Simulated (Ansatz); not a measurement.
Nudged elastic band run: Si₁₆Ge

Input file:

```yaml
crystal:
  lattice:
    - [0.0, 5.43, 5.43]
    - [5.43, 0.0, 5.43]
    - [5.43, 5.43, 0.0]
  atoms:
    - { symbol: Si, position: [0.00421639, 0.00443267, 0.00422165] }
    - { symbol: Si, position: [0.12542099, 0.12616808, 0.12484122] }
    - { symbol: Si, position: [0.0039105, 0.00459005, 0.48828018] }
    - { symbol: Si, position: [0.12967943, 0.13002251, 0.62061205] }
    - { symbol: Si, position: [0.00427546, 0.48947507, 0.00361527] }
    - { symbol: Si, position: [0.12976861, 0.62118342, 0.12953603] }
    - { symbol: Si, position: [-0.00186492, 0.50129796, 0.50067216] }
    - { symbol: Si, position: [0.12960723, 0.62130594, 0.62039651] }
    - { symbol: Si, position: [0.48879872, 0.00483193, 0.00349505] }
    - { symbol: Si, position: [0.62081792, 0.13009137, 0.12951357] }
    - { symbol: Si, position: [0.50095775, -0.00160123, 0.50070619] }
    - { symbol: Si, position: [0.62073015, 0.13012441, 0.62034565] }
    - { symbol: Si, position: [0.50090364, 0.50128057, -0.00201881] }
    - { symbol: Si, position: [0.62088378, 0.62140613, 0.12917811] }
    - { symbol: Si, position: [0.50080702, 0.50126394, 0.50047153] }
    - { symbol: Si, position: [0.62514719, 0.62541667, 0.62498392] }
    - { symbol: Ge, position: [0.87541013, 0.87611931, 0.87485771] }
basis:
  ecutwfc: 420.0
kpoints:
  mp_grid: { grid: [2, 2, 2] }
hamiltonian:
  xc: pbe
  pseudopotentials: { kind: paw, azcp: { folder: soft_1 } }
scf:
  occupations: { method: fermi_dirac, width: 0.02 }
  lower_state_search: "off"
neb:
  images: 5
  f_tol: 0.05
  initial_path: idpp
  max_iterations: 36
  optimiser: fire
  spring: 1.0
  final_atoms:
    - { symbol: Si, position: [-0.00026696, -2.753e-05, 0.00020423] }
    - { symbol: Si, position: [0.12386924, 0.12429736, 0.12473449] }
    - { symbol: Si, position: [0.00378997, 0.00435745, 0.49600132] }
    - { symbol: Si, position: [0.12387559, 0.12433308, 0.62720982] }
    - { symbol: Si, position: [0.00387842, 0.4954973, 0.00494872] }
    - { symbol: Si, position: [0.12386296, 0.62698602, 0.12467145] }
    - { symbol: Si, position: [0.0038531, 0.49555492, 0.49588598] }
    - { symbol: Si, position: [0.13578902, 0.62102113, 0.62173159] }
    - { symbol: Si, position: [0.49508572, 0.00438588, 0.00489958] }
    - { symbol: Si, position: [0.62675361, 0.12422478, 0.12459901] }
    - { symbol: Si, position: [0.49507612, 0.00442547, 0.49578393] }
    - { symbol: Si, position: [0.62043499, 0.13652036, 0.62158662] }
    - { symbol: Si, position: [0.49512148, 0.49547842, 0.00481356] }
    - { symbol: Si, position: [0.6206289, 0.62106109, 0.13717171] }
    - { symbol: Si, position: [0.49916483, 0.49992343, 0.50060012] }
    - { symbol: Si, position: [0.62057782, 0.62116093, 0.62136879] }
    - { symbol: Ge, position: [0.74915075, 0.74992283, 0.75061092] }
  order_check: true
```

Launched with:

```bash
$ ansatz run input.yaml --threads 1 --pin off --max-ram 3072MiB --backend cpu --events-out ev --progress --plain --runs-dir out
```

Output, in part (warnings, iteration lines):

```
NEB end point (image 0): max|allowed force component| = 1.192e-2 eV/Å (the criterion of neb.relax_end_points is 1.000e-2)
NEB end point (image 6): max|allowed force component| = 6.106e-3 eV/Å (the criterion of neb.relax_end_points is 1.000e-2)
NEB iter   1: max|band force component| = 2.779e0 eV/Å  barrier→ = 1.2381 eV  barrier← = 1.2381 eV  Δτ_max = 0.0505 Å  (63 SCF iters)
NEB iter   2: max|band force component| = 1.483e0 eV/Å  barrier→ = 0.9234 eV  barrier← = 0.9234 eV  Δτ_max = 0.0765 Å  (33 SCF iters)
NEB iter   3: max|band force component| = 8.086e-1 eV/Å  barrier→ = 0.7363 eV  barrier← = 0.7364 eV  Δτ_max = 0.0645 Å  (34 SCF iters)
NEB iter   4: max|band force component| = 1.330e0 eV/Å  barrier→ = 0.7769 eV  barrier← = 0.7770 eV  Δτ_max = 0.0061 Å  (35 SCF iters)
NEB iter   5: max|band force component| = 1.183e0 eV/Å  barrier→ = 0.7483 eV  barrier← = 0.7483 eV  Δτ_max = 0.0114 Å  (21 SCF iters)
NEB iter   6: max|band force component| = 9.067e-1 eV/Å  barrier→ = 0.7023 eV  barrier← = 0.7024 eV  Δτ_max = 0.0154 Å  (26 SCF iters)
NEB iter   7: max|band force component| = 5.592e-1 eV/Å  barrier→ = 0.6568 eV  barrier← = 0.6568 eV  Δτ_max = 0.0175 Å  (26 SCF iters)
NEB iter   8: max|band force component| = 2.988e-1 eV/Å  barrier→ = 0.6277 eV  barrier← = 0.6277 eV  CI = image 3  Δτ_max = 0.0167 Å  (25 SCF iters)
[... lines left out ...]
```

The forces met the threshold. By the program's own check the climbing image is of a kind that is not told: the force calls were inconclusive, a negative curvature could not be distinguished from the path's own, the only one lies far off the path, or fixed occupations may fill a level only in part (lowest curvatures found: 0.01 and 0.39 eV/Å²). Limits of this set-up: coarse k mesh.

Final band (atoms are numbered from 1 in the order of the input):

| image | path coordinate (Å) | energy (eV) | Si1–Ge17 (Å) | Si16–Ge17 (Å) |
| --- | --- | --- | --- | --- |
| 0 | 0.00 | 0.00 | 2.42 | 4.70 |
| 1 | 0.56 | 0.11 | 2.47 | 4.25 |
| 2 | 1.16 | 0.32 | 2.62 | 3.73 |
| 3 | 1.71 | 0.35 | 3.14 | 3.14 |
| 4 | 2.25 | 0.32 | 3.73 | 2.62 |
| 5 | 2.86 | 0.11 | 4.24 | 2.47 |
| 6 | 3.41 | 0.00 | 4.70 | 2.42 |

Time of the run: 24 min on 1 thread of Arm Neoverse V2, with other jobs on the host, peak memory 0.91 GiB.
